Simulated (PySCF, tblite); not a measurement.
# C₅H₈B₂: geometry, infrared bands and NMR shifts

Aim: predict the infrared bands and NMR shifts of C₅H₈B₂ (`BBC1=C(C=C)C1`).

Programs: tblite 0.8.0 and PySCF 2.14.0, with density-fitted response routines of our own. Each step states its level of theory. These are calculated values for one molecule in the gas phase, unless marked as measured. Atoms are numbered from 0 throughout.

## 1. The starting structure

15 atoms, charge 0, multiplicity 1; geometry from: force field or distance geometry start.

Bonds of the start (Å): B0–B1 1.69, B1–C2 1.56, C2–C3 1.32, C3–C4 1.47, C4–C5 1.32, C3–C6 1.48, C6–C2 1.50, B0–H7 1.18, B0–H8 1.19, B1–H9 1.16, C4–H10 1.10, C5–H11 1.08, C5–H12 1.08, C6–H13 1.09, C6–H14 1.12.

## 2. Optimising the geometry with GFN2-xTB

Job settings and geometry (Å):

```
{"job": {"kind": "relax", "xc": "GFN2-xTB", "basis": "xTB"}, "charge": 0, "multiplicity": 1}
B      3.169900    -1.003900    -0.431800
B      1.695000    -0.709900    -1.207400
C      0.521600    -0.065400    -0.397400
C     -0.754700     0.196100    -0.165200
C     -2.135100    -0.069900    -0.603000
C     -3.191900     0.439700    -0.001800
C      0.208800     0.820000     0.766600
H      4.150800    -1.145200    -1.071800
H      3.304800    -0.437700     0.603000
H      1.713000    -0.723900    -2.367700
H     -2.309500    -0.703100    -1.485700
H     -4.159200     0.191000    -0.405700
H     -3.158700     1.074100     0.872900
H      0.568300     1.836900     0.618500
H      0.372600     0.309100     1.749000
```

The run is started by

```console
OMP_NUM_THREADS=1 python probes_run.py task.json out
```

One launch serves the whole session: the jobs run in the order shown.

**Question.** This job is followed by: GFN2-xTB harmonic vibrations, gas phase; GIAO PBE0/pcSseg-1 NMR shielding, non-relativistic, gas phase. Predict these results of the whole session: strongest single infrared mode (GFN2-xTB); zero-point energy (GFN2-xTB); ¹³C shifts against TMS (PBE0/pcSseg-1); ¹H shifts against TMS (PBE0/pcSseg-1, means over atoms taken as alike); ¹¹B shifts against BF3·OEt2 (PBE0/pcSseg-1).

**Answer**, as computed:

| quantity | value |
| --- | --- |
| strongest single infrared mode (GFN2-xTB) | 2544 cm⁻¹, 149 km/mol |
| zero-point energy (GFN2-xTB) | 68.7 kcal/mol |
| ¹³C shifts against TMS (PBE0/pcSseg-1) | 141.6, 133.9, 133.6, 128.1, 20.9 ppm |
| ¹H shifts against TMS (PBE0/pcSseg-1, means over atoms taken as alike) | 10.14, 9.55, 7.29, 6.10, 6.01, 1.59 ppm |
| ¹¹B shifts against BF3·OEt2 (PBE0/pcSseg-1) | 107.1, 88.3 ppm |

What this shows: The optimisation took 133 steps and gained 0.834 eV; among the close pairs (by a distance rule), B1–C2 changed most, from 1.565 to 1.501 Å. All 39 modes are real, so the xTB geometry is a minimum. The strongest single mode, at 2544 cm⁻¹, moves mainly H9. GFN2-xTB is a fitted tight-binding method: band positions and strengths are rough. Its intensities can rank the bands wrongly. At PBE0/pcSseg-1: The largest span, 266 ppm, is at B0, where the paramagnetic term is -204 ppm.
